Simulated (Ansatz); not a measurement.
# H₂S + H radical: a complex and its separated parts

Aim: how far the complex at one end of a reaction step lies below its separated, relaxed parts, level by level.

The runs use Ansatz 0.2.0, Gaussian basis; PBE0-D4/def2-TZVP structures, single points in def2-TZVPP, no counterpoise correction.

Levels: SPW92, PBE-D4, BLYP-D4, r2SCAN-D4, B97M-V, PBE0-D4, B3LYP-D4, r2SCAN0-D4, BHLYP-D4, CAM-B3LYP-D4, wB97X-V, wB97M-V, B2PLYP, PBE-QIDH, Hartree-Fock, MP2, CCSD, CCSD(T).

Correlated methods freeze the cores. Orbitals are unrestricted. B3LYP uses VWN-RPA correlation. B2PLYP carries no dispersion term here.

21 further runs of the same task are left out: 21 set aside as unsound or not needed.

### 1 Where the work starts

The complex: 4 atoms, charge 0, spin multiplicity 2.

Atoms are counted from 1 here; the program's logs count them from 0.

Bond lengths: H1–S2 1.342 Å, S2–H4 1.341 Å. Angles: H1–S2–H4 92.3°.

Coordinates:

```
H    -0.3488    0.3018   -0.0462
S     0.4581    1.1691    0.5838
H    -1.5481   -1.7312   -1.2303
H     1.4387    0.2604    0.6929
```

Its parts: H₂S holds atoms 1, 2, 4; H radical holds atoms 3. Each part counts its atoms afresh in its own runs.

### 2 Relaxing H₂S alone

File relax-a/in.yaml:

```yaml
crystal:
  periodic: [false, false, false]
  atoms:
    - {symbol: H, position_ang: [-0.348778, 0.301827, -0.046242]}
    - {symbol: S, position_ang: [0.458113, 1.169090, 0.583798]}
    - {symbol: H, position_ang: [1.438739, 0.260420, 0.692867]}
basis:
  gaussian: {orbitals: def2-TZVP}
hamiltonian: {xc: pbe0, dispersion: d4}
relax: {f_tol: 0.005, max_steps: 200}
```

The command line of these runs was not kept.

Further steps of the session: wB97M-V/def2-TZVPP; CCSD(T)/def2-TZVPP; CCSD(T)/def2-QZVPP; Vibrations of H₂S.

Q: Predict the outcome of this session. Wanted: complex less parts, CCSD(T)/def2-TZVPP; with zero-point energy; largest T1 diagnostic.

**Answer**, as computed:

```
                              quantity         value
complex less parts, CCSD(T)/def2-TZVPP  -0.11 kJ/mol
                with zero-point energy  +0.80 kJ/mol
                 largest T1 diagnostic         0.010
```

**Reading.** At CCSD(T) the complex lies 0.11 kJ/mol below its parts. Among the functionals B2PLYP lands nearest to CCSD(T) (-0.04 kJ/mol) and SPW92 farthest (-3.16 kJ/mol). By rung, the mean size of the error is: LDA 3.16, GGA 1.24, meta-GGA 0.72, hybrid 1.06, range-separated hybrid 0.82, double hybrid 0.06 kJ/mol. PBE-D4 gives a relative energy 1.27 kJ/mol too low, an error of 1159 % of the reference. No counterpoise was applied, and triple zeta lacks some correlation, so the CCSD(T) reference has a basis error of its own, and close matches with it are partly luck.
